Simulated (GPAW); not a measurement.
# Co3Ge2 (P-6m2) in GPAW: reference runs

How does Co3Ge2 come out in PBEsol? The cell is run as given.

All numbers are computed with GPAW 26.7.0; they aren't measurements. Logs are shortened: lines on timing, memory, paths and dates and some standing lists are left out, and cuts for length are marked. The log counts tension as positive stress, the text compression.

## Step 1: The crystal as given

It takes space group P-6m2 (No. 187, hexagonal). The conventional cell has a = 3.902 Å, b = 3.902 Å, c = 4.840 Å, α = 90.00°, β = 90.00°, γ = 120.00°. Ge (site symmetry -6m2) has 9 Co at 2.25 to 2.58 Å as nearest neighbours. Ge (site symmetry -6m2) has 8 Co at 2.42 to 2.54 Å as nearest neighbours. Co (site symmetry -6m2) is surrounded by 5 Ge at 2.25 to 2.42 Å and 6 Co at 2.58 Å. Around Co (site symmetry 3m) lie 5 Co at 2.35 to 2.58 Å and 6 Ge at 2.54 to 2.58 Å.

The cell comes from a database or a generator and needn't be the stable form of this composition.

## Step 2: Single point, PBEsol, collinear spin, ferromagnetic start

run.py

```python
from ase import Atoms
from ase.dft.bandgap import bandgap
from ase.io import write
from ase.units import Bohr, GPa
from gpaw import GPAW, PW, setup_paths
from gpaw.elf import elf_from_dft_calculation

setup_paths.insert(0, '.')

atoms = Atoms(['Ge', 'Ge', 'Co', 'Co', 'Co'],
              cell=[[3.9024008337, 0.0, 0.0],
                    [-1.9512004168, 3.3795782577, 0.0],
                    [0.0, 0.0, 4.84032033]],
              scaled_positions=[[0.3333333333, 0.6666666667, 0.5],
                                [0.0, 0.0, 0.0],
                                [0.0, 0.0, 0.5],
                                [0.6666666667, 0.3333333333, 0.75773021],
                                [0.6666666667, 0.3333333333, 0.24226979]],
              pbc=True)
atoms.set_initial_magnetic_moments([0.0, 0.0, 2.0, 2.0, 2.0])

calc = GPAW(mode=PW(600),
            xc='PBEsol',
            kpts={'size': (8, 8, 6), 'gamma': True},
            occupations={'name': 'fermi-dirac', 'width': 0.05},
            nbands=36,
            convergence={'density': 1e-05, 'energy': 1e-05},
            maxiter=150,
            txt='gpaw.txt')
atoms.calc = calc
energy = atoms.get_potential_energy()
forces = atoms.get_forces()
stress = atoms.get_stress()
calc.write('gs.gpw')
write('result.traj', atoms)
print(f'Energy: {energy:.6f} eV')
print('Forces (eV/A):')
print(forces.round(4))
print('Stress (GPa):', (stress / GPa).round(3))
print('Moments:', calc.get_magnetic_moments().round(3))
print('Fermi level:', round(calc.get_fermi_level(), 4), 'eV')
print(f'Gap: {bandgap(calc)[0]:.4f} eV, direct: {bandgap(calc, direct=True)[0]:.4f} eV')

# fields on the real-space grid
write('density.cube', atoms, data=calc.get_pseudo_density() * Bohr**3)
write('potential.cube', atoms, data=calc.get_electrostatic_potential())
write('spin.cube', atoms, data=(calc.get_pseudo_density(spin=0) - calc.get_pseudo_density(spin=1)) * Bohr**3)
write('elf.cube', atoms, data=elf_from_dft_calculation(calc).data)
```

Potentials or basis: PAW data sets generated in the run's folder for this functional, pw.

On the command line:

```bash
$ gpaw-setup -f PBEsol Co Ge
$ OMP_NUM_THREADS=1 python run.py
```

gpaw.txt:

```text
__  _  _
 | _ |_)|_||  |
 |__||  | ||/\| - 26.7.0

Input parameters:
  mode=PW(ecut=600.0),
  convergence={'density': 1e-05, 'energy': 1e-05},
  kpts=MonkhorstPack(size=(8, 8, 6), gamma=True),
  maxiter=150,
  nbands=36,
  occupations=Occupations(name='fermi-dirac', width=0.05),
  xc=XC(name='PBEsol')

Diagonalizing LCAO Hamiltonian
Converting LCAO to pw mode

             Co
         Ge

       Co    Co

       Ge

Atoms  # Å, Bohr magnetons
|   | symbol |         x |        y |        z |    initial magnetic moments |
|---|--------|-----------|----------|----------|-----------------------------|
| 0 |     Ge | -0.000000 | 2.253052 | 2.420160 | ( 0.0000,  0.0000,  0.0000) |
| 1 |     Ge |  0.000000 | 0.000000 | 0.000000 | ( 0.0000,  0.0000,  0.0000) |
| 2 |     Co |  0.000000 | 0.000000 | 2.420160 | ( 0.0000,  0.0000,  2.0000) |
| 3 |     Co |  1.951200 | 1.126526 | 3.667657 | ( 0.0000,  0.0000,  2.0000) |
| 4 |     Co |  1.951200 | 1.126526 | 1.172663 | ( 0.0000,  0.0000,  2.0000) |

Unit cell  # Å
| periodic |         x |        y |        z |  lengths |     angles |
|----------|-----------|----------|----------|----------|------------|
|      yes |  3.902401 | 0.000000 | 0.000000 | 3.902401 |  90.000000 |
|      yes | -1.951200 | 3.379578 | 0.000000 | 3.902401 |  90.000000 |
|      yes |  0.000000 | 0.000000 | 4.840320 | 4.840320 | 120.000000 |

Number of symmetries: 12
Symmetry operations  # r_c * U_cc + t_c -> r_c
|    | kind |            matrix            |
|----|------|------------------------------|
|  0 |  σ   |  1, 1, 0,  0,-1, 0,  0, 0, 1 |
|  1 |  C2  |  1, 1, 0,  0,-1, 0,  0, 0,-1 |
|  2 |  E   |  1, 0, 0,  0, 1, 0,  0, 0, 1 |
|  3 |  σ   |  1, 0, 0,  0, 1, 0,  0, 0,-1 |
|  4 |  C3  |  0, 1, 0, -1,-1, 0,  0, 0, 1 |
|  5 |  S3  |  0, 1, 0, -1,-1, 0,  0, 0,-1 |
|  6 |  σ   |  0,-1, 0, -1, 0, 0,  0, 0, 1 |
|  7 |  C2  |  0,-1, 0, -1, 0, 0,  0, 0,-1 |
|  8 |  σ   | -1, 0, 0,  1, 1, 0,  0, 0, 1 |
|  9 |  C2  | -1, 0, 0,  1, 1, 0,  0, 0,-1 |
| 10 |  C3  | -1,-1, 0,  1, 0, 0,  0, 0, 1 |
| 11 |  S3  | -1,-1, 0,  1, 0, 0,  0, 0,-1 |

BZ-sampling:
  Number of BZ points: 384
  Number of IBZ points: 40

  Monkhorst-Pack size: [8, 8, 6]
  Monkhorst-Pack shift: [0.0625, 0.0625, 0.08333333333333333]

K-points  # in reciprocal-cell coordinates
|     |                                coordinates |     weight |
|-----|--------------------------------------------|------------|
|   0 | (  0.00000000,   0.00000000,   0.00000000) | 0.00260417 |
|   1 | (  0.00000000,   0.00000000,   0.16666667) | 0.00520833 |
|   2 | (  0.00000000,   0.00000000,   0.33333333) | 0.00520833 |
|   3 | (  0.00000000,   0.00000000,   0.50000000) | 0.00260417 |
|   4 | (  0.12500000,   0.00000000,   0.00000000) | 0.01562500 |
|   5 | (  0.12500000,   0.00000000,   0.16666667) | 0.03125000 |
|   6 | (  0.12500000,   0.00000000,   0.33333333) | 0.03125000 |
|   7 | (  0.12500000,   0.00000000,   0.50000000) | 0.01562500 |
|   8 | (  0.25000000,  -0.12500000,   0.00000000) | 0.01562500 |
|   9 | (  0.25000000,  -0.12500000,   0.16666667) | 0.03125000 |
| ... |                                            |            |
|  39 | (  0.50000000,   0.50000000,   0.50000000) | 0.00781250 |

Plane wave coefficients: 2173
Cutoff: 600.0 eV

Spin-components: 2 (collinear spins)
Bands:           36
Projectors:      28
Spin-degeneracy: 1
Datatype:        complex128

Parallelization:
  kpt:    1
  domain: 1
  band:   1

Density:
  Valence electrons: 35.0
  Components: 2
  Grid points: [24 24 28]
  Charge: 0.0  # |e|

Potential:
  Grid points: [24 24 28]

species:
  Ge:
    name:    Germanium
    Z:       32.0
    valence: 4
    core:    28
    charge:  0.0  # [|e|]
    compensation charges:
      type: gauss
      rc: 0.32  # [Å]
      lmax: 2
    cutoffs:
      filter: 1.77  # [Å]
      core: 3.42  # [Å]
    projectors
    | kind |    occ | energy [eV] | rcut [Å] |
    |------|--------|-------------|----------|
    |   4s |  2.000 |     -11.738 |    1.005 |
    |   4p |  2.000 |      -3.898 |    1.005 |
    |    s |        |      15.473 |    1.005 |
    |    p |        |      23.314 |    1.005 |
    |    d |        |       0.000 |    1.005 |

    Using partial waves for Ge as LCAO basis

  Co:
    name:    Cobalt
    Z:       27.0
    valence: 9
    core:    18
    charge:  0.0  # [|e|]
    compensation charges:
      type: gauss
      rc: 0.32  # [Å]
      lmax: 2
    cutoffs:
      filter: 1.87  # [Å]
      core: 2.55  # [Å]
    projectors
    | kind |    occ | energy [eV] | rcut [Å] |
    |------|--------|-------------|----------|
    |   4s |  2.000 |      -5.488 |    1.005 |
    |   4p |  0.000 |      -1.248 |    1.058 |
    |   3d |  7.000 |      -8.230 |    1.005 |
    |    s |        |      21.723 |    1.005 |
    |    p |        |      25.963 |    1.058 |
    |    d |        |      18.981 |    1.005 |

    Using partial waves for Co as LCAO basis

Reference energy: -227718.101352  # eV

eigensolver:
  PPCG
  Converge bands: occupied
  niter=2

density mixing:
  MSR1-Mixer
  Pratt-step length: 0.05
  Maximum mixing coefficient: 0.75
  Old densities: 10
  SVD Regularization: 0.005
  Good broyden scale: 1.0
  Trust region scale: 1.0
  Backstep threshold: 4.0
  History deletion threshold: 6.0
  Fourier metric: weight=20.0, sigma=0.015

occupation numbers:
  Fermi-Dirac:
    width: 0.0500  # eV

poisson solver:
  ecut: 4800.0  # eV

xc functional:
  name: PBEsol with 2 nearest neighbor stencil

convergence criteria:
- Maximum integral of absolute [dens]ity change: 1e-05 electrons / valence electron
- Maximum [total energy] change in last 3 cyles: 1e-05 eV / valence electron
- Maximum integral of absolute [eigenst]ate change: 4e-08 eV^2 / valence electron
maximum number of iterations: 150

SCF iterations
|iter     | |      energy | eigst |  dens |  magmom |
|---------|-|-------------|-------|-------|---------|
|iter:   1| |  -38.162075 | +0.48 |       |  +6.0104|
|iter:   2| |  -37.791452 | -1.66 | -0.77 |  +5.8638|
|iter:   3| |  -38.018118 | -1.73 | -0.83 |  +5.1360|
|iter:   4| |  -37.410342 | -1.83 | -0.88 |  +4.8580|
|iter:   5| |  -37.448495 | -2.21 | -1.03 |  +3.9448|
|iter:   6| |  -37.494223 | -2.62 | -1.29 |  +3.0555|
|iter:   7| |  -37.534627 | -2.81 | -1.68 |  +2.3226|
|iter:   8| |  -37.538817 | -3.10 | -1.94 |  +2.0838|
|iter:   9| |  -37.539857 | -3.99 | -2.11 |  +2.0202|
|iter:  10| |  -37.539853 | -4.43 | -2.31 |  +2.0181|
|iter:  11| |  -37.539874c| -5.60 | -2.84 |  +2.0396|
|iter:  12| |  -37.539800c| -5.55 | -3.11 |  +2.0463|
|iter:  13| |  -37.539862c| -6.60 | -3.36 |  +2.0350|
|iter:  14| |  -37.539884c| -7.14 | -3.79 |  +2.0337|
|iter:  15| |  -37.539897c| -7.38 | -4.01 |  +2.0334|
|iter:  16| |  -37.539902c| -7.57c| -4.51 |  +2.0338|
|iter:  17| |  -37.539904c| -8.24c| -4.92 |  +2.0340|
|iter:  18| |  -37.539906c| -8.57c| -5.33c|  +2.0340|

Converged in 18 steps
Energy contributions relative to reference atoms: (reference = -227718.101352)

Energy contributions:
  Kinetic:          59.572180
  Coulomb:         -48.346874
  Zero:             -0.165791
  External:          0.000000
  Xc:              -48.581117
  Entropy:          -0.036607
  Spinorbit:         0.000000
  ----------------------------
  Free energy:     -37.558209
  Extrapolated:    -37.539906

dipole moment: (-11.151119, -20.365460, -15.756906)  # |e|*Ang

Total magnetic moment: (0.000000, 0.000000, 2.034023)

Local magnetic moments
|        x |        y |         z |
|----------|----------|-----------|
| 0.000000 | 0.000000 | -0.020436 |  # Ge   0
| 0.000000 | 0.000000 | -0.018613 |  # Ge   1
| 0.000000 | 0.000000 |  0.448820 |  # Co   2
| 0.000000 | 0.000000 |  0.847127 |  # Co   3
| 0.000000 | 0.000000 |  0.847127 |  # Co   4

Fermi level: 10.018
Eigenvalues  # (at kpt = [0.000, 0.000, 0.000])
| band index |      eig [eV] | occ [0-1] |      eig [eV] | occ [0-1] |
|------------|---------------|-----------|---------------|-----------|
|          0 |        -2.390 |     1.000 |        -2.403 |     1.000 |
|        ... |               |           |               |           |
|          8 |         7.210 |     1.000 |         7.752 |     1.000 |
|          9 |         7.210 |     1.000 |         7.752 |     1.000 |
|         10 |         8.018 |     1.000 |         8.591 |     1.000 |
|         11 |         8.018 |     1.000 |         8.591 |     1.000 |
|         12 |         9.018 |     1.000 |         9.715 |     0.998 |
|         13 |         9.018 |     1.000 |         9.793 |     0.989 |
[... 8 lines left out ...]
|         22 |        14.027 |     0.000 |        14.327 |     0.000 |
|         23 |        14.615 |     0.000 |        14.570 |     0.000 |
|        ... |               |           |               |           |
|         35 |        24.564 |     0.000 |        24.914 |     0.000 |

No gap
No difference between direct/indirect transitions

Forces  # eV/Ang
|        x |        y |        z |
|----------|----------|----------|
|  0.00000 |  0.00000 |  0.00000 |  # Ge   0
| -0.00000 | -0.00000 |  0.00000 |  # Ge   1
|  0.00000 |  0.00000 |  0.00000 |  # Co   2
|  0.00000 |  0.00000 |  0.00270 |  # Co   3
|  0.00000 |  0.00000 | -0.00270 |  # Co   4

Stress tensor  # eV/Ang^3
|         x |         y |        z |
|-----------|-----------|----------|
|  0.023237 | -0.000000 | 0.000000 |
| -0.000000 |  0.023237 | 0.000000 |
|  0.000000 |  0.000000 | 0.026785 |

# Writing to gs.gpw (mode='')
```

Run time: 3.9 min. Hardware: 1 thread of Arm Neoverse V1, shared host; peak memory 0.29 GiB.

Results:

```
Free energy            : -37.5582 eV
Pressure               : -3.9 GPa
Band gap on the k mesh : none (metal or under the smearing width)
Net moment             : 2.03 μB per cell
Site moments           : Ge -0.02; Co +0.45, +0.85 μB
```

Forces on the atoms (eV/Å):
```
Ge   0.000  0.000  0.000
Ge   0.000  0.000  0.000
Co   0.000  0.000  0.000
Co   0.000  0.000  0.003
Co   0.000  0.000 -0.003
```

Stress tensor (GPa, compression positive):
```
-3.72  0.00  0.00
 0.00 -3.72  0.00
 0.00  0.00 -4.29
```
